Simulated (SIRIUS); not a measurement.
The system is TiSi.

```
CELL_PARAMETERS angstrom
1.81618 -2.11762 0.00000
1.81618 2.11762 0.00000
0.00000 0.00000 3.80393
ATOMIC_POSITIONS crystal
Ti 0.50000 0.50000 0.00000
Si 0.00000 0.00000 0.50000
```

The cell comes from a database or a generator and needn't be the stable form of this composition.

```yaml
Program: SIRIUS 7.12.0
Task: single point
Functional: PBEsol
Potentials_or_basis: all-electron FP-LAPW
Cutoff: 183 eV
Basis: apw+lo standard
k_mesh: 10 × 10 × 7
Occupations: fermi-dirac, width 0.05 eV
Spin: no spin polarisation
```

On this cell: largest force under 0.003 eV/Å; band gap on the k mesh none (metal or under the smearing width).

The same run follows on a disturbed copy (atoms moved at random):

```
CELL_PARAMETERS angstrom
1.81618 -2.11762 0.00000
1.81618 2.11762 0.00000
0.00000 0.00000 3.80393
ATOMIC_POSITIONS crystal
Ti 0.49956 0.50879 0.99349
Si 0.00715 0.00415 0.48948
```

What changes?

The energy (extrapolated to zero smearing) moves by +0.7 meV/atom; largest force 0.130 eV/Å; band gap on the k mesh none (metal or under the smearing width).

Forces in eV/Å, atoms in the order of the input:
```
Ti   0.032 -0.025 -0.123
Si  -0.032  0.025  0.123
```
